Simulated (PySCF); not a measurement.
**A diatomic session: GaAs**

An exercise on one series of results from a longer session: the logs are not shown, and one member is left open.

The runs use PySCF 2.14.0; Ga def2-TZVPPD, As def2-TZVPPD, no relativity.

Set-up of the first run:

A driver script around PySCF takes these settings:

```yaml
atoms: Ga, As
charge: 0
basis: Ga def2-TZVPPD, As def2-TZVPPD
Hamiltonian: no relativity
basis_functions: 108
electrons_treated: 64
masses_in_u: 68.9256, 74.9216
levels: PBE0, PBE, r²SCAN, LDA, MN15, r²SCAN0, B2PLYP, TPSSh, CAM-B3LYP, HF, MP2, SCS-MP2, CCSD, CCSD(T)
grid: 80 radial by 434 angular points
occupations: held fixed by the projection of orbital angular momentum
dissociation_limit: Ga + As, each in its ground configuration
starting_distance_in_angstrom: 2.380
values_of_2S_to_try: 0, 2, 4
```

The run is started by

```
> OMP_NUM_THREADS=2 python dia.py task.json out
```

Steps of the session up to this table: Set-up; First curve: PBE0; Higher solutions at PBE0; PBE; r²SCAN; LDA; MN15 (hybrid meta-GGA); r²SCAN0 (hybrid meta-GGA); B2PLYP (double hybrid); TPSSh (hybrid meta-GGA); CAM-B3LYP (range-separated hybrid); UHF (mean field); MP2 and coupled cluster.

One table of the session follows, with a row left open; its other results are not shown here.

```
      level  Re (Å)  ωe (cm⁻¹)  De (eV)
        UHF   2.582      214.3     0.90
    UHF-MP2   2.527      228.1     1.78
UHF-SCS-MP2   2.544      223.4     1.77
   UHF-CCSD   2.542      224.4     1.76
UHF-CCSD(T)   2.544      222.8     1.86
        LDA   2.523      220.6     2.67
        PBE   2.582      207.6     2.19
     r²SCAN   2.549      216.6     2.10
      TPSSh   2.565      211.8     2.07
       PBE0   2.557      216.6     2.04
    r²SCAN0   2.539      221.3     1.98
       MN15   2.528      219.1     1.95
  CAM-B3LYP   2.544      219.3     2.01
     B2PLYP       ?          ?        ?
```

Estimate the missing values for B2PLYP.

As computed: Re (Å): 2.561; ωe (cm⁻¹): 215.8; De (eV): 1.98. In the column «Re (Å)» it lies between PBE0 (2.557) and TPSSh (2.565).
